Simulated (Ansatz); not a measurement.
**UB3LYP/def2-TZVPP (core potential) run of SnH2F (SMILES [F][SnH2])**

Aim: the vertical doublet–quartet gap of SnH2F at UB3LYP/def2-TZVPP (core potential), from 2 runs. 

Program for the calculation: Ansatz 0.2.0.

36 further runs of the same task are left out: 36 set aside as unsound or not needed.

## (1) Starting point

SnH2F has 4 atoms, charge 0, and is taken as a doublet. As SMILES, `[F][SnH2]`. The coordinates come from a PBE0-D4/def2-TZVP relaxation.

Bond lengths: F1–Sn2 1.932 Å, Sn2–H3 1.726 Å, Sn2–H4 1.726 Å. Angles: F1–Sn2–H3 103.3°, F1–Sn2–H4 103.3°, H3–Sn2–H4 113.3°.

## (2) The energy at UB3LYP/def2-TZVPP (core potential)

The input, input.yaml:

```yaml
crystal:
  periodic: [false, false, false]
  atoms:
    - symbol: F
      position_ang: [-1.552600, -0.190000, 0.640700]
    - symbol: Sn
      position_ang: [0.028300, -0.242200, -0.468300]
    - symbol: H
      position_ang: [1.184100, -1.054400, 0.524100]
    - symbol: H
      position_ang: [0.395700, 1.426200, -0.716700]
basis:
  gaussian:
    orbitals: def2-TZVPP
magnetization:
  spin_polarized: true
  initial_magnetization: 1
hamiltonian:
  xc: {name: B3LYP}
accuracy: high
output: {orbitals: {seedname: orbitals}}
```

The run is started by

```sh
$ ansatz run input.yaml --threads 1 --pin off --max-ram 3480MiB --events-out events.jsonl --progress --plain --runs-dir runs
```

The log of the run:

```text
Warning: RAYON_NUM_THREADS=1 ignored (pool sized by the plan → 1); use --threads N
Functional definition: B3LYP
  name "B3LYP"
  parameter a0 = 0.2
  parameter ax = 0.72
  parameter ac = 0.81
  exchange = (1 - a0 - ax)*slater_x + ax*b88_x + a0*exact_x
  correlation = (1 - ac)*vwn_rpa_c + ac*lyp_c
1918 factors; integrals over basis functions are off by at most 3.5e-9 eV
mean field evaluation 1: about -8580.9607 eV, gradient 3.0e1 eV
mean field evaluation 2: about -8559.9294 eV, gradient 8.5e1 eV
mean field evaluation 4: about -8583.7899 eV, gradient 2.6e0 eV
mean field evaluation 8: about -8583.8455 eV, gradient 1.5e-1 eV
mean field evaluation 16: about -8583.8456 eV, gradient 1.5e-4 eV
mean field -8583.84564066 eV, -315.4505089546 hartree, gradient 5.7e-8 eV, S^2 0.752280; 0 other end points of the search recorded, 0 dependent functions left out
reference -8583.84567579 eV, -315.4505102459 hartree; 17, 16 occupied and 92, 93 virtual orbitals, 1918 factors
Total energy: -8583.84567579 eV, -315.4505102459 hartree
```

Wall time 11 s (1 thread of Arm Neoverse V1, shared host); peak memory 0.4 GiB.

## (3) The quartet

The input, in.yaml:

```yaml
basis:
  gaussian:
    orbitals: def2-TZVPP
crystal:
  periodic: [false, false, false]
  atoms:
    - {symbol: F, position_ang: [-1.552600, -0.190000, 0.640700]}
    - {symbol: Sn, position_ang: [0.028300, -0.242200, -0.468300]}
    - {symbol: H, position_ang: [1.184100, -1.054400, 0.524100]}
    - {symbol: H, position_ang: [0.395700, 1.426200, -0.716700]}
magnetization:
  spin_polarized: true
  initial_magnetization: 3
hamiltonian:
  xc: {name: B3LYP}
accuracy: high
output:
  orbitals: {seedname: orbitals}
```

The run is started by

```sh
$ ansatz run in.yaml --threads 1 --pin off --max-ram 3480MiB --events-out events.jsonl --progress --plain --runs-dir runs
```

The log of the run (excerpt; [...] marks lines left out):

```text
Warning: RAYON_NUM_THREADS=1 ignored (pool sized by the plan → 1); use --threads N
[... 7 set-up lines as earlier in the session ...]
1918 factors; integrals over basis functions are off by at most 3.5e-9 eV
mean field evaluation 1: about -8574.7361 eV, gradient 2.9e1 eV
mean field evaluation 2: about -8525.9544 eV, gradient 1.1e2 eV
mean field evaluation 4: about -8577.2635 eV, gradient 7.1e0 eV
mean field evaluation 8: about -8577.5273 eV, gradient 5.2e-1 eV
mean field evaluation 16: about -8577.5293 eV, gradient 1.2e-2 eV
mean field evaluation 32: about -8577.5293 eV, gradient 2.0e-7 eV
mean field -8577.52928008 eV, -315.2183869849 hartree, gradient 7.4e-8 eV, S^2 3.761987; 4 other end points of the search recorded, 0 dependent functions left out
reference -8577.52931285 eV, -315.2183881890 hartree; 18, 15 occupied and 91, 94 virtual orbitals, 1918 factors
Total energy: -8577.52931285 eV, -315.2183881890 hartree
```

Wall time 17 s (1 thread of Arm Neoverse V1, shared host); peak memory 0.4 GiB.

## (4) Results

Level: UB3LYP/def2-TZVPP (core potential).

| quantity | value |
| --- | --- |
| doublet: total energy | -315.45051 Eh |
| doublet: HOMO energy (highest over α and β) | -6.49 eV |
| doublet: LUMO energy (lowest over α and β) | -4.03 eV |
| doublet: ⟨S²⟩ | 0.752 |
| quartet: total energy | -315.21839 Eh |
| quartet: HOMO energy (highest over α and β) | -2.95 eV |
| quartet: ⟨S²⟩ | 3.762 |
| vertical energy of the quartet above the doublet | 6.316 eV |

**Reading.** At this shape the quartet lies 6.32 eV (609 kJ/mol) above the doublet.
